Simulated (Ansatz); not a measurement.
# AuC (doublet): the correlation ladder at distance Au1–C2 = 2.940 Å, def2-SVP

Aim: climb from Hartree-Fock through coupled cluster and multireference methods for AuC (doublet) at one geometry and basis, and see what each rung misses.

Method: def2-SVP, core rule «outside noble gas», up to 5 orbitals frozen; program: Ansatz 0.2.0, Gaussian basis.

To be run: UHF; CCSD(T) on ROHF; CCSD(T) on UHF; CISD; CCSDT(Q) on ROHF; CCSDT(Q) on UHF; CASSCF and MRCISD+Q, 3 electrons in 3 orbitals; CASSCF and NEVPT2, 3 electrons in 3 orbitals; CASSCF and MRCISD+Q, 15 electrons in 10 orbitals; CASSCF and NEVPT2, 15 electrons in 10 orbitals.

18 further runs of the same task are left out: 15 that didn't finish, 3 set aside as unsound or not needed.

### 1 The geometry

The geometry derives from a PBE0/def2-TZVP stationary point (not a proven minimum). One bond is set to the value named and the two fragments are kept rigid. No spin-orbit coupling is included. Elements past krypton take def2 core potentials.

2 atoms, charge 0, spin multiplicity 2.

Atoms are counted from 1 here; the program's logs count them from 0.

No contacts short enough for the rule that draws bonds.

### 2 UHF

in.yaml

```yaml
crystal:
  periodic: [false, false, false]
  atoms:
    - {symbol: Au, position_ang: [0.000000, 0.000000, 0.000000]}
    - {symbol: C, position_ang: [0.000000, 0.000000, 2.940000]}
basis:
  gaussian: {orbitals: def2-SVP}
magnetization: {spin_polarized: true, initial_magnetization: 1}
hamiltonian: {xc: hf}
output: {orbitals: {seedname: orbitals}}
```

Command:

```sh
> ansatz run in.yaml --threads 1 --pin off --events-out ev --progress --plain --max-ram 2393MiB
```

Further steps of the session: CCSD(T) on ROHF; CCSD(T) on UHF; CISD; CCSDT(Q) on ROHF; CCSDT(Q) on UHF; CASSCF and MRCISD+Q, 3 electrons in 3 orbitals; CASSCF and NEVPT2, 3 electrons in 3 orbitals; CASSCF and MRCISD+Q, 15 electrons in 10 orbitals; CASSCF and NEVPT2, 15 electrons in 10 orbitals.

Q: Predict the results of all the runs planned. Wanted: RCCSDT(Q) below the RHF energy; RMP2 from RCCSDT(Q); UMP2 from RCCSDT(Q); RCCSD from RCCSDT(Q); RCCSD(T) from RCCSDT(Q); UCCSD(T) from RCCSDT(Q); UCCSDT(Q) from RCCSDT(Q); NEVPT2 pair from RCCSDT(Q); MRCISD+Q pair from RCCSDT(Q).

The runs gave:

| quantity | value |
| --- | --- |
| RCCSDT(Q) below the RHF energy | -10.6761 eV |
| RMP2 from RCCSDT(Q) | +113.2 kJ/mol |
| UMP2 from RCCSDT(Q) | +55.2 kJ/mol |
| RCCSD from RCCSDT(Q) | +46.1 kJ/mol |
| RCCSD(T) from RCCSDT(Q) | +8.5 kJ/mol |
| UCCSD(T) from RCCSDT(Q) | +13.7 kJ/mol |
| UCCSDT(Q) from RCCSDT(Q) | +0.8 kJ/mol |
| NEVPT2 pair from RCCSDT(Q) | +36.5 kJ/mol |
| MRCISD+Q pair from RCCSDT(Q) | +15.4 kJ/mol |
| NEVPT2 valence from RCCSDT(Q) | +104.6 kJ/mol |
| levels within 1 kcal/mol (43 meV) | RCCSDT, UCCSDT, UCCSDT(Q) |
| T1 diagnostic | 0.087 |
| effectively unpaired electrons | 2.01 |

RCCSD(T) misses by +8.5 kJ/mol, 0.8 % of the correlation energy. CCSD(T) misses by +8.5 kJ/mol on the restricted determinant and by +13.7 kJ/mol on the unrestricted one; the two need not hold the same state or core. The occupations show strong static correlation (2.0 unpaired electrons where one determinant has 1). Of the multireference levels listed MRCISD+Q valence comes nearest in total energy (+12.6 kJ/mol), which doesn't show that its space is the better one. These misses are within one basis, not against nature; the frozen cores of restricted and unrestricted runs differ, which can shift their rows.
